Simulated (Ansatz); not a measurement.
# Ta4O (P4/mmm) in Ansatz: band structure with HSE06

Aim: the band structure of Ta4O with HSE06.

All numbers are computed with Ansatz 0.2.0; they aren't measurements. Logs are shortened: lines on timing, memory, paths and dates and some standing lists are left out, and cuts for length are marked.

### 1 The crystal as given

The structure is tetragonal, space group P4/mmm (No. 123). Conventional cell: a = 3.257 Å, b = 3.257 Å, c = 7.409 Å, α = 90.00°, β = 90.00°, γ = 90.00°. Around Ta (site symmetry 4/mmm) lie 8 Ta at 2.81 Å. Ta (site symmetry 4mm) is surrounded by 1 O at 2.10 Å. Around Ta (site symmetry 4/mmm) lie 4 O at 2.30 Å. O (site symmetry 4/mmm) is surrounded by 6 Ta at 2.10 to 2.30 Å.

The cell comes from a database or a generator and needn't be the stable form of this composition.

### 2 Band structure, HSE06

input

```
crystal:
  lattice:
    - [3.257497, 0.0, 0.0]
    - [0.0, 3.257497, 0.0]
    - [0.0, 0.0, 7.409341]
  atoms:
    - { symbol: Ta, position: [0.0, 0.0, 0.0] }
    - { symbol: Ta, position: [0.5, 0.5, 0.216842] }
    - { symbol: Ta, position: [0.5, 0.5, 0.783158] }
    - { symbol: Ta, position: [0.0, 0.0, 0.5] }
    - { symbol: O, position: [0.5, 0.5, 0.5] }
hamiltonian:
  xc: hse06
  pseudopotentials: { kind: paw }
kpoints:
  mp_grid: { grid: [6, 6, 4] }
  band_path:
    path:
      - [[0.0, 0.0, 0.0], [0.0, 0.5, 0.0], [0.5, 0.5, 0.0], [0.0, 0.0, 0.0], [0.0, 0.0, 0.5], [0.0, 0.5, 0.5], [0.5, 0.5, 0.5], [0.0, 0.0, 0.5]]
      - [[0.0, 0.5, 0.0], [0.0, 0.5, 0.5]]
      - [[0.5, 0.5, 0.0], [0.5, 0.5, 0.5]]
    npoints: 4
scf:
  occupations: { method: fermi_dirac, width: 0.05 }
  n_extra_bands: 12
output:
  forces: true
  stress: true
  eigenvalues: true
  fatbands: false
  write_density: true
  write_potential: true
  elf: true
  volumetric_format: npy
```

Potentials or basis: Ansatz PAW.

Standard output:

```text
Warning: output.stress: scf.convergence.dr2_threshold = 1e-7 eV (the SCF's general default) is looser than the 5e-10 eV advised for a printed stress (1e-10 eV for each atom of the cell: 5). What an SCF threshold leaves in a stress goes as its square root, and in the free energy as the threshold itself, and one threshold admits the most on a small cell: of the crystals measured, under no hybrid functional and no lock of the moments, on runs that ended without the residual-converged pass, on stresses that held no estimate of that error, the worst erred by over 100 MPa in a component at 1e-7 eV an atom and by under 5 at 1e-10. Set scf.convergence.dr2_threshold to 5e-10 eV or tighter. The threshold is an SCF's pass mark: one that does not reach it within its budget of iterations ends unconverged, or closes short of it on a stop that the run arms, and scf.convergence.dr2_threshold's page says what that costs each kind of run
Warning: output.stress: scf.exx.energy_threshold = 1e-6 eV is looser than the 5e-8 eV advised for a stress under a hybrid functional (1e-8 eV for each atom of the cell: 5). Every SCF of the exchange loop can meet its threshold on dr2 while the loop round them stops early: no threshold on dr2 bounds what that leaves in the stress. Set scf.exx.energy_threshold to 5e-8 eV or tighter. The threshold is the loop's pass mark: a loop that does not reach it within its budget of cycles ends unconverged, and scf.exx.energy_threshold's page has the law
scf.n_extra_bands = 12 over 29 filled bands (N_el = 58.0): the run solves 41 bands
GPUs: using 1 of 1 available (devices: 1).
Engine: ansatz 0.2.0, x86_64-unknown-linux-gnu
Pseudopotentials: kind: paw
Pseudopotential: Ta, paw, valence charge 13, recommended cutoff 420 eV (normal), Ta.paw.azcp
Pseudopotential: O, paw, valence charge 6, recommended cutoff 420 eV (normal), O.paw.azcp
Functional definition: HSE06
  parameter a = 0.25
  parameter omega = 0.11/bohr
  exchange = pbe_x - a*pbe_x_sr(omega) + a*exact_x_sr(omega)
  correlation = pbe_c
device memory: the entry about to start is reckoned to put 1.3 GiB on a device that reports 58.4 GiB free (of which the cap on the GPU budget leaves the run 18.0 GiB)
GPU FFT provider: cuFFT
GPU libraries: cuBLAS 13.8.2, cuFFT 12.4.0, cuSOLVER 12.3.4
Crystal: 5 atoms, lattice volume = 78.623 Å³
Basis set: ecut = 420 eV, 1569 PW (Γ), exchange–correlation on 48×48×100 points (8 copies of the dense FFT grid, shifted against one another)
Bands: 41, of which v1, the nominal top of the filled ones, is band 29 counted from 1 (28 counted from 0)
Symmetry: 16 space group operations
Space group: P4/mmm (ITA 123), of the structure as read, at distance tolerance 4.3e-5 Å
k-points: 30 of 144
Non-local potential: Ta, projectors of the file, l = 0: 3, l = 1: 2, l = 2: 2, l = 3: 1
Non-local potential: O, projectors of the file, l = 0: 2, l = 1: 2, l = 2: 1
PAW form: soft (Blöchl's): semilocal exchange-correlation on the pseudo side does not see the compensation charge
PAW frozen core: Ta, regenerated for the run's functional, and the local potential with it (the file was generated under x = pbe(κ = 0.804, μ = 0.2195149727645171), c = pbe(β = 0.06672455060314922))
PAW frozen core: O, regenerated for the run's functional, and the local potential with it (the file was generated under x = pbe(κ = 0.804, μ = 0.2195149727645171), c = pbe(β = 0.06672455060314922))
PAW one-centre angular grid: Ta, 590 points (default); XC on 64 Gauss nodes
PAW one-centre angular grid: O, 110 points (default); XC on 96 Gauss nodes
Initial density: superposition of atomic densities (neutral atoms: chi_scale 0, normalization atom), corrected by the library's trained network
Initial wavefunctions: pseudopotential atomic-orbital guess
GPU buffer pool allocated for 28800 grid points (all kernels)
GPU transforms: local potential and band sums: pruned to the plane-wave sphere, on 24×24×50
Functional: x = pbe(κ = 0.804, μ = 0.2195149727645171), c = pbe(β = 0.06672455060314922), warm-up for x = pbe(κ = 0.804, μ = 0.2195149727645171) + 0.25 (exact − pbe) at short range (hse, ω = 0.20786987370883472 Å⁻¹), c = pbe(β = 0.06672455060314922); HSE06 as pw.x's `hse` composes it (authors' and Libxc's form: `xc: wpbeh`)
SCF iter   1: F=—  HF=-40296.789941 eV  |F-HF|=—  |Δ(HF+E_count)|=         —  Δρ=8.28e-3  dr2=2.39e-1  ethr=1.77e-3  ⟨swp⟩=5.4  Hψ=4816  notcnv=0
preconditioner: auto → Kerker (q_TF=auto, 2.593 Å⁻¹)  [metal: Δε(μ)=0.041 eV  Ē_g=6.793 eV  σ=0.050 eV  W_gap=0.20  n_scr=26 (ndim 8)  ℏωp=20.5 eV  f_vac=0.000  D(μ)=3.15/eV (n_scr^D=26)]
SCF iter   2: F=—  HF=-40296.773735 eV  |F-HF|=—  |Δ(HF+E_count)|=   1.62e-2  Δρ=4.85e-3  dr2=9.12e-2  ethr=4.13e-4  ⟨swp⟩=2.0  Hψ=2272  notcnv=0
iter 3 solved again at ethr=1.25e-6 eV; its pass at ethr=1.57e-4 eV (dr2=7.23e-4 eV) is discarded
SCF iter   3: F=—  HF=-40296.764076 eV  |F-HF|=—  |Δ(HF+E_count)|=   9.66e-3  Δρ=8.33e-4  dr2=7.66e-4  ethr=1.25e-6  ⟨swp⟩=4.1  Hψ=5257  notcnv=0
SCF iter   4: F=—  HF=-40296.763860 eV  |F-HF|=—  |Δ(HF+E_count)|=   2.16e-4  Δρ=1.92e-4  dr2=3.44e-5  ethr=1.25e-6  ⟨swp⟩=3.0  Hψ=2344  notcnv=0
SCF iter   5: F=—  HF=-40296.763851 eV  |F-HF|=—  |Δ(HF+E_count)|=   8.91e-6  Δρ=5.46e-5  dr2=2.30e-6  ethr=5.93e-8  ⟨swp⟩=3.3  Hψ=2467  notcnv=0
SCF iter   6: F=—  HF=-40296.763851 eV  |F-HF|=—  |Δ(HF+E_count)|=   4.72e-7  Δρ=9.03e-6  dr2=6.99e-8  ethr=3.97e-9  ⟨swp⟩=3.1  Hψ=2389  notcnv=0
[... 34 lines left out ...]
Frozen-core exchange: fock
SCF iter   1: F=—  HF=-40298.684849 eV  |F-HF|=—  |Δ(HF+E_count)|=         —  Δρ=8.66e-5  dr2=4.21e-6  ethr=3.77e-7  ⟨swp⟩=4.6  Hψ=3056  notcnv=0
preconditioner: auto → none  [insulator: Δε(μ)=0.131 eV  Ē_g=7.988 eV  σ=0.050 eV  W_gap=0.57  n_scr=26 (ndim 8)  ℏωp=20.5 eV  f_vac=0.000  D(μ)=1.52/eV (n_scr^D=4)]
SCF iter   2: F=—  HF=-40298.684848 eV  |F-HF|=—  |Δ(HF+E_count)|=   9.74e-7  Δρ=3.38e-5  dr2=1.04e-6  ethr=5.68e-9  ⟨swp⟩=3.0  Hψ=2706  notcnv=0
SCF iter   3: F=—  HF=-40298.684848 eV  |F-HF|=—  |Δ(HF+E_count)|=   5.75e-7  Δρ=1.57e-5  dr2=4.55e-7  ethr=1.58e-9  ⟨swp⟩=4.1  Hψ=2470  notcnv=0  defer=1
SCF iter   4: F=—  HF=-40298.684848 eV  |F-HF|=—  |Δ(HF+E_count)|=   6.54e-8  Δρ=1.74e-6  dr2=1.71e-8  ethr=7.07e-10  ⟨swp⟩=3.2  Hψ=2189  notcnv=0
SCF iter   5: F=—  HF=-40298.684848 eV  |F-HF|=—  |Δ(HF+E_count)|=   4.99e-8  Δρ=4.66e-6  dr2=9.79e-8  ethr=4.15e-12  ⟨swp⟩=5.4  Hψ=3808  notcnv=0  defer=1
SCF iter   6: F=—  HF=-40298.684848 eV  |F-HF|=—  |Δ(HF+E_count)|=   1.06e-8  Δρ=1.95e-6  dr2=1.63e-8  ethr=4.15e-12  ⟨swp⟩=4.9  Hψ=2848  notcnv=0  defer=1
SCF iter   7: F=—  HF=-40298.684848 eV  |F-HF|=—  |Δ(HF+E_count)|=   1.06e-9  Δρ=6.55e-7  dr2=8.58e-10  ethr=4.15e-12  ⟨swp⟩=4.6  Hψ=2450  notcnv=0  defer=4
SCF iter   8: F=-40298.684848 eV  HF=-40298.684848 eV  |F-HF|=8.00e-11  |Δ(HF+E_count)|=  2.40e-10  Δρ=2.78e-7  dr2=1.12e-10  ethr=1.04e-12 (applied; sched 1.00e-12)  ⟨swp⟩=3.1  Hψ=2489  notcnv=0
SCF 3 converged in 8 iterations: F = -40298.684848 eV  dr2 = 1.12e-10
  Residual-converged pass: ⟨swp⟩=3.0  Hψ=2590  notcnv=0  max |occ|·‖R‖ = 2.6e-7 eV (tolerance 2.7e-7 eV)  dr2=1.15e-10  dr2_onsite=3.37e-12  max |Δocc| = 3.0e-13
hybrid outer 2: dexx = +1.082e-6 eV, tail = 1.97e-8 eV, Δε = 2.76e-3 eV (about 5.75e-5 eV left of the loop's levels), ΔF = 4.73e-4 eV/Å (tail 1.83e-4)
device memory: the entry about to start is reckoned to put 0.8 GiB on a device that reports 38.8 GiB free (of which the cap on the GPU budget leaves the run 18.0 GiB)
NSCF: frozen V_eff on 39 k-points, pencils in batches of 32, up to order 184
hybrid SCF converged: 2 outer / 17 inner (+8 warm-up), last move |dexx| = 1.08e-6 eV, tail = 1.97e-8 eV
Stability not checked: this state was not tested for a lower state beside it, because the functional holds exact exchange (a hybrid, or Hartree-Fock), whose exchange loop this test does not read (fock_operator; see scf.lower_state_search)
Free energy (F): -40298.684848 eV
Frozen-core exchange: fock
Harris-Foulkes:  -40298.684848 eV  (|F-HF|=8.00e-11)
Internal energy: -40298.671084 eV  (E = F + TS)
E sigma→0 (E₀):  -40298.677966 eV
Entropy (-TS):   -0.013765 eV (-2.753 meV/atom)
Fermi energy:    18.796373 eV
--- Per-component energies (eV) ---
  E_band       = -525.326117
  E_kinetic    = 1633.665777
  E_local      = -2500.017294  (includes V_loc(G=0)·N_el)
  E_nonlocal   = 113.200320
  E_hartree    = 867.808910
  E_xc         = -755.548563
  E_vxc        = -722.320383  (∫ρ·V_xc dr)
  E_exx        = -162.533325  (= α·E_x^exact, valence–valence)
  E_paw        = -33772.279249  (= ΣΔE_a)
  E_vpaw       = -460.408583  (= ΣTr[D̂ρ^β])
  E_aug_tail   = 0.003093  (compensation charges beyond the density's cutoff)
  E_ewald      = -5709.532150
  E_core_change = -13.438603  (= ΣΔE_core)
  E_smearing   = -0.013765  (= −TS)
  E_closure    = -0.000000  (closes the sum)
  Σ components = -40298.684848   (vs F -40298.684848, Δ=7.28e-12)
--- Forces (eV/Å), atoms counted from 1 ---
  atom   1  Ta     0.00000000    -0.00000000     0.00000000
  atom   2  Ta     0.00000000     0.00000000     0.58917697
  atom   3  Ta     0.00000000     0.00000000    -0.58917697
  atom   4  Ta     0.00000000    -0.00000000     0.00000000
  atom   5  O     -0.00000000     0.00000000     0.00000000
  max |Σ_I F_I| component: 4.51e-28 eV/Å
--- Stress (GPa, compression-positive) ---
       -4.496419       0.000000       0.000000
        0.000000      -4.496419       0.000000
        0.000000       0.000000      -7.733607
  P = ⅓ Tr σ = -5.5755 GPa (-55.755 kbar)
--- Band table (eV; the first three rows and the last of 30) ---
  k-point 0: bands = ["-53.9251", "-52.8895", "-52.8716", "-51.9982", "-19.0905", "-19.0905", "-18.8571", "-18.3508", "-18.1801", "-17.9756", "-17.9756", "-17.8331", "-17.8331", "-17.1822", "-16.8818", "-16.8818", "-5.9836", "9.1980", "10.1832", "10.7528", "10.7528", "13.6197", "13.8697", "13.8726", "15.8168", "16.9265", "18.2600", "18.2600", "19.1417", "19.7439", "19.9648", "19.9648", "20.6449", "20.6962", "20.6962", "21.0509", "21.7629", "22.0945", "24.1816", "24.8528", "24.8528"]
  k-point 1: bands = ["-53.9251", "-52.8900", "-52.8711", "-51.9982", "-19.0902", "-19.0902", "-18.8654", "-18.3319", "-18.1808", "-17.9824", "-17.9824", "-17.8260", "-17.8260", "-17.1942", "-16.8825", "-16.8825", "-5.9730", "8.8270", "10.7396", "10.7556", "10.7556", "12.9253", "14.0313", "14.3237", "15.2197", "17.5974", "18.1864", "18.1864", "19.4128", "19.7536", "19.7536", "19.8543", "20.7081", "20.9228", "21.2461", "21.2461", "21.4069", "22.4273", "24.1238", "24.2572", "24.2572"]
  k-point 2: bands = ["-53.9251", "-52.8905", "-52.8706", "-51.9982", "-19.0899", "-19.0899", "-18.8733", "-18.3131", "-18.1815", "-17.9885", "-17.9885", "-17.8194", "-17.8194", "-17.2065", "-16.8832", "-16.8832", "-5.9623", "8.5821", "10.7585", "10.7585", "11.4371", "12.1618", "14.4695", "14.5267", "14.6077", "18.1143", "18.1143", "18.1516", "19.6113", "19.6511", "19.6511", "20.0904", "20.3151", "20.9915", "21.3861", "21.8178", "21.8178", "22.6990", "23.6067", "23.6067", "23.7915"]
  k-point 29: bands = ["-53.8994", "-52.8555", "-52.8482", "-51.9869", "-19.3730", "-19.3730", "-18.7102", "-18.3831", "-18.3831", "-18.2260", "-18.1239", "-18.0574", "-18.0574", "-17.2834", "-17.0040", "-17.0040", "-5.7248", "9.3753", "9.7257", "9.7257", "14.4258", "14.8459", "14.9463", "14.9463", "15.3172", "16.5743", "16.5743", "18.3216", "18.3216", "20.9405", "20.9405", "21.3174", "22.4465", "22.6454", "24.0006", "24.0042", "24.0819", "24.0978", "24.1274", "24.7759", "25.3439"]
```

It took 2.1 min on 1 × NVIDIA H100 80GB HBM3 with 2 threads of AMD EPYC 7R13 (Zen 3), shared host; peak memory 3.3 GiB.

Results:

```yaml
Free_energy: -40298.6848 eV
Pressure: -5.6 GPa
Largest_force: 0.589 eV/Å
Band_gap_on_the_k_mesh: none (metal or under the smearing width)
```

Forces on the atoms (eV/Å):
```
Ta   0.000  0.000  0.000
Ta   0.000  0.000  0.589
Ta   0.000  0.000 -0.589
Ta   0.000  0.000  0.000
O    0.000  0.000  0.000
```

Stress tensor (GPa, compression positive):
```
-4.50  0.00  0.00
 0.00 -4.50  0.00
 0.00  0.00 -7.73
```

Levels at the corners of the path, in eV from the Fermi level:
```csv
point,band 25,band 26,band 27,band 28,band 29,band 30,band 31,band 32,band 33,band 34
Γ,-2.98,-1.87,-0.54,-0.54,0.35,0.95,1.17,1.17,1.85,1.90
X,-1.83,-1.46,-1.23,-0.91,0.16,1.05,1.18,1.23,1.95,2.45
M,-2.60,-2.07,-2.07,-1.12,-1.12,2.52,2.88,2.88,3.02,3.85
Γ,-2.98,-1.87,-0.54,-0.54,0.35,0.95,1.17,1.17,1.85,1.90
Z,-4.19,-0.68,-0.68,-0.64,0.81,0.85,0.85,1.29,1.52,2.20
R,-2.23,-1.51,-1.24,-1.13,-0.57,1.29,1.45,1.98,2.12,2.61
A,-3.48,-2.22,-2.22,-0.47,-0.47,2.14,2.14,2.52,3.65,3.85
Z,-4.19,-0.68,-0.68,-0.64,0.81,0.85,0.85,1.29,1.52,2.20
X,-1.83,-1.46,-1.23,-0.91,0.16,1.05,1.18,1.23,1.95,2.45
R,-2.23,-1.51,-1.24,-1.13,-0.57,1.29,1.45,1.98,2.12,2.61
M,-2.60,-2.07,-2.07,-1.12,-1.12,2.52,2.88,2.88,3.02,3.85
A,-3.48,-2.22,-2.22,-0.47,-0.47,2.14,2.14,2.52,3.65,3.85
```

Caveat: spin-orbit coupling is left out, which moves the levels of the heavy elements; the PAW data sets come from PBE, with cores solved anew for the run's functional, which leaves a small shift of forces and pressure; the thresholds are loose for stress.
